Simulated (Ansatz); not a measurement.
What does this script print? It uses Ansatz's Python interface.

`tae_c2h7ssb.py`
```python
"""Atomisation energy of C2H7SSb at the given geometry."""

from collections import Counter

import ansatz as az
from ase import Atoms


def single_point(molecule, charge=0, unpaired=0):
    calc = molecule.calculation().basis(gaussian="def2-SVP").functional("pbe")
    if charge:
        calc = calc.charge(charge)
    if unpaired:
        calc = calc.spin("collinear", total=unpaired)
    report = calc.run(threads=1).report
    if report["published_state_doubts"]:
        print("  doubts:", report["published_state_doubts"])
    return report["free_energy_ev"]

atoms = Atoms(["C", "S", "Sb", "C", "H", "H", "H", "H", "H", "H", "H"], positions=[
    [-0.8697, 1.7617, 0.0935],
    [-1.1962, 0.4048, 1.2067],
    [1.102, -0.3654, 1.0437],
    [0.801, -1.4531, -0.7659],
    [-0.6029, 1.4275, -0.933],
    [-0.136, 2.4922, 0.4939],
    [-1.8363, 2.3797, -0.0224],
    [0.8328, -1.7667, 2.0384],
    [1.5651, -2.1499, -0.9206],
    [0.6331, -0.7533, -1.5862],
    [-0.2275, -2.0345, -0.6276],
])
mol = az.Crystal.molecule_from_ase(atoms)

# Hund ground states
unpaired = {"C": 2, "S": 2, "Sb": 3, "H": 1}
counts = Counter(site.symbol for site in mol.cartesian_sites)
atom_energy = {s: single_point(az.Crystal.molecule().atom(s, (0, 0, 0)), 0, unpaired[s]) for s in counts}
whole = single_point(mol, 0, 0)
for s, e in atom_energy.items():
    print(f"{s:2s} x{counts[s]}  {e:14.5f} eV")
print(f"C2H7SSb: {whole:.5f} eV")
split = sum(counts[s] * e for s, e in atom_energy.items()) - whole
print(f"atomisation energy (no zero-point term): {96.485332 * split:.1f} kJ/mol, {split / sum(counts.values()):.3f} eV an atom")
```

Running `python tae_c2h7ssb.py` prints:
```text
C  x2     -1027.26350 eV
S  x1    -10824.70649 eV
Sb x1     -6536.22155 eV
H  x7       -13.56840 eV
C2H7SSb: -19547.97277 eV
atomisation energy (no zero-point term): 3622.0 kJ/mol, 3.413 eV an atom
```

3622.0 kJ/mol from the electronic energies, without the zero-point term.

Reading the output:
- Total energies depend on the basis set; only differences at equal settings carry meaning.
- The geometry is a force-field or estimated start, not a minimum of this method, and the basis set is short of its limit. All parts are taken at fixed geometry, without zero-point energy.
- def2 sets replace the cores of elements past krypton by effective core potentials.
- This functional overbinds, so such energies come out a few per cent too high (LDA far more).
- The spin-orbit lowering of heavy atoms is left out.
- The whole script took 5.1 s on 1 thread of Arm Neoverse V1 (shared host), peak memory 0.21 GiB.
